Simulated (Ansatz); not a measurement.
**doublet GeSiH3ClO+: levels of theory compared**

Wanted: a comparison of 6 runs (UHF/6-31G*, U-r2SCAN/6-31G*, U-r2SCAN0/6-31G*, U-wB97X/6-31G*, UCAM-B3LYP/6-31G*, UCCSD/6-31G*) of doublet GeSiH3ClO+. 

Program for the calculation: Ansatz 0.2.0.

123 further runs of the same task are left out: 123 set aside as unsound or not needed.

### 1 The structure to begin with

GeSiH3ClO+ has 7 atoms, charge +1, and is taken as a doublet. As SMILES of the parent species, `Cl[SiH]1[O][GeH2]1`. The shape is that of a PBE0-D4/def2-TZVP optimisation. That shape belongs to the parent species and isn't relaxed for this state.

Bond lengths: Cl1–Si2 2.039 Å, Si2–O3 1.633 Å, Si2–Ge4 2.255 Å, O3–Ge4 1.905 Å, Si2–H5 1.478 Å, Ge4–H6 1.535 Å, Ge4–H7 1.534 Å. Some angles: Cl1–Si2–O3 117.0°, Cl1–Si2–Ge4 122.5°, O3–Si2–Ge4 56.0°, Si2–O3–Ge4 78.8°, Si2–Ge4–O3 45.3°, Cl1–Si2–H5 107.1°, O3–Si2–H5 118.0°, Ge4–Si2–H5 126.8°, Si2–Ge4–H6 124.6°, Si2–Ge4–H7 122.6°.

### 2 The energy at UHF/6-31G(d) (spherical functions) (run 1)

run.yaml reads:

```yaml
crystal:
  periodic: [false, false, false]
  atoms:
    - {symbol: Cl, position_ang: [0.946700, -2.488800, 0.655700]}
    - {symbol: Si, position_ang: [-0.269300, -1.038200, -0.101800]}
    - {symbol: O, position_ang: [0.399800, 0.013200, -1.157400]}
    - {symbol: Ge, position_ang: [0.044800, 1.152900, 0.326900]}
    - {symbol: H, position_ang: [-1.538000, -1.691900, -0.484400]}
    - {symbol: H, position_ang: [-0.900200, 2.274100, -0.128200]}
    - {symbol: H, position_ang: [1.377500, 1.710600, 0.843500]}
basis:
  gaussian: {orbitals: 6-31G_st_-spherical.json}
magnetization: {spin_polarized: true, initial_magnetization: 1}
accuracy: high
output: {orbitals: {seedname: orbitals}}
total_charge: 1
hamiltonian: {xc: hf}
```

The basis set 6-31G* is read from a file made from the Basis Set Exchange's data (not shown).

Run with:

```sh
$ ansatz run run.yaml --threads 1 --pin off --max-ram 3480MiB --events-out events.jsonl --progress --plain --runs-dir runs
```

Log:

```text
Warning: RAYON_NUM_THREADS=1 ignored (pool sized by the plan → 1); use --threads N
Functional definition: HF
  name "HF"
  exchange = exact_x
  correlation = 0
1868 factors; integrals over basis functions are off by at most 5.8e-9 eV
mean field evaluation 1: about -78899.9018 eV, gradient 4.0e1 eV
mean field evaluation 2: about -78899.9963 eV, gradient 4.1e1 eV
mean field evaluation 4: about -78907.5587 eV, gradient 3.5e0 eV
mean field evaluation 8: about -78907.8524 eV, gradient 5.6e-1 eV
mean field evaluation 16: about -78907.8805 eV, gradient 1.9e-8 eV
mean field -78907.88046084 eV, -2899.8111212534 hartree, gradient 3.8e-8 eV, S^2 0.784769; 1 other end points of the search recorded, 0 dependent functions left out
reference -78907.88046084 eV, -2899.8111212534 hartree; 37, 36 occupied and 51, 52 virtual orbitals, 1868 factors
Total energy: -78907.88046084 eV, -2899.8111212534 hartree
```

Wall time 9.6 s (1 thread of Intel Xeon Platinum 8259CL at 2.50GHz (Skylake/Cascade Lake), shared host); peak memory 0.41 GiB.

### 3 A single-point energy at U-r2SCAN/6-31G(d) (spherical functions) (run 2)

molecule.yaml reads:

```yaml
basis:
  gaussian: {orbitals: 6-31G_st_-spherical.json}
crystal:
  periodic: [false, false, false]
  atoms:
    - symbol: Cl
      position_ang: [0.946700, -2.488800, 0.655700]
    - symbol: Si
      position_ang: [-0.269300, -1.038200, -0.101800]
    - symbol: O
      position_ang: [0.399800, 0.013200, -1.157400]
    - symbol: Ge
      position_ang: [0.044800, 1.152900, 0.326900]
    - symbol: H
      position_ang: [-1.538000, -1.691900, -0.484400]
    - symbol: H
      position_ang: [-0.900200, 2.274100, -0.128200]
    - symbol: H
      position_ang: [1.377500, 1.710600, 0.843500]
total_charge: 1
hamiltonian: {xc: r2scan}
output: {orbitals: {seedname: orbitals}}
accuracy: high
magnetization: {spin_polarized: true, initial_magnetization: 1}
```

The basis set 6-31G* is read from a file made from the Basis Set Exchange's data (not shown).

Run with:

```sh
$ ansatz run molecule.yaml --threads 1 --pin off --max-ram 3480MiB --events-out events.jsonl --progress --plain --runs-dir runs
```

Log:

```text
Warning: RAYON_NUM_THREADS=1 ignored (pool sized by the plan → 1); use --threads N
Functional definition: r2SCAN
  name "r2SCAN"
  parameter k0 = 0.174
  parameter k1 = 0.065
  parameter a1 = 4.9479
  exchange = r2scan_x(k0 = k0, k1 = k1, a1 = a1)
  correlation = r2scan_c
1868 factors; integrals over basis functions are off by at most 5.8e-9 eV
mean field evaluation 1: about -78981.0924 eV, gradient 5.9e1 eV
mean field evaluation 2: about -78807.1505 eV, gradient 1.4e2 eV
mean field evaluation 4: about -78992.9899 eV, gradient 1.7e1 eV
mean field evaluation 8: about -78994.8762 eV, gradient 5.9e-1 eV
mean field evaluation 16: about -78994.8707 eV, gradient 1.1e-3 eV
mean field evaluation 32: about -78992.8761 eV, gradient 8.0e0 eV
mean field -78994.87065877 eV, -2903.0079520634 hartree, gradient 5.1e-8 eV, S^2 0.754113; 2 other end points of the search recorded, 0 dependent functions left out
reference -78994.87066137 eV, -2903.0079521588 hartree; 37, 36 occupied and 51, 52 virtual orbitals, 1868 factors
Total energy: -78994.87066137 eV, -2903.0079521588 hartree
```

Run time: 30 s. Hardware: 1 thread of Intel Xeon Platinum 8259CL at 2.50GHz (Skylake/Cascade Lake), shared host; peak memory 0.48 GiB.

Runs 3 to 5 aren't shown in full; the table further down has their settings and results.

### 4 A single-point energy at UCCSD/6-31G(d) (spherical functions) (run 6)

Changes to run.yaml since step 2:

```diff
@@ -11,7 +11,13 @@
 basis:
-  gaussian: {orbitals: 6-31G_st_-spherical.json}
-magnetization: {spin_polarized: true, initial_magnetization: 1}
+  gaussian:
+    orbitals: 6-31G_st_-spherical.json
+total_charge: 1
+magnetization:
+  spin_polarized: true
+  initial_magnetization: 1
+correlation:
+  method: ccsd
+  frozen_orbitals: {Cl: 5, Ge: 9, H: 0, O: 1, Si: 5}
 accuracy: high
-output: {orbitals: {seedname: orbitals}}
-total_charge: 1
-hamiltonian: {xc: hf}
+scf:
+  omitted_lower_state_checks: [cluster_reference, increment]
```

The basis set 6-31G* is read from a file made from the Basis Set Exchange's data (not shown).

Run with:

```sh
$ ansatz run run.yaml --threads 1 --pin off --max-ram 3480MiB --events-out events.jsonl --progress --plain --runs-dir runs
```

Log:

```text
Warning: RAYON_NUM_THREADS=1 ignored (pool sized by the plan → 1); use --threads N
[... 12 lines left out ...]
20 core orbitals not correlated: weight in the atoms' cores, before any rotation towards them, 1.000 or more for the frozen orbitals, at most 0.000 for the correlated occupied ones
[... 34 lines left out ...]
Total energy: -78925.18186921 eV, -2900.4469362838 hartree
Checks for a lower state left out: cluster_reference, increment
```

Run time: 59 s. Hardware: 1 thread of Intel Xeon Platinum 8259CL at 2.50GHz (Skylake/Cascade Lake), shared host; peak memory 0.78 GiB.

### 5 All runs side by side

```csv
run,level,frozen core orbitals,energy (Eh),HOMO energy (eV),LUMO energy (eV),⟨S²⟩,wall time
1,UHF/6-31G* (spherical functions),–,-2899.811121,-17.10,-7.27,0.785,9.6 s
2,U-r2SCAN/6-31G* (spherical functions),–,-2903.007952,-13.28,-11.96,0.754,30 s
3,U-r2SCAN0/6-31G* (spherical functions),–,-2902.965373,-14.43,-11.16,0.758,41 s
4,U-wB97X/6-31G* (spherical functions),–,-2903.121764,-16.35,-9.37,0.756,93 s
5,UCAM-B3LYP/6-31G* (spherical functions),–,-2903.214853,-15.37,-10.23,0.756,29 s
6,UCCSD/6-31G* (spherical functions),20,-2900.446936,–,–,0.785,59 s
```

### 6 What came out

| quantity | value |
| --- | --- |
| run 6: total energy | -2900.44694 Eh |
| run 6: correlation energy (20 core orbitals frozen) | -635.8 mEh |
| run 6: ⟨S²⟩ of the reference determinant | 0.785 |
| run 6: T1 diagnostic | 0.026 |

Totals of different functionals can't be ranked against each other. All runs together took 4.4 min, the longest 93 s.
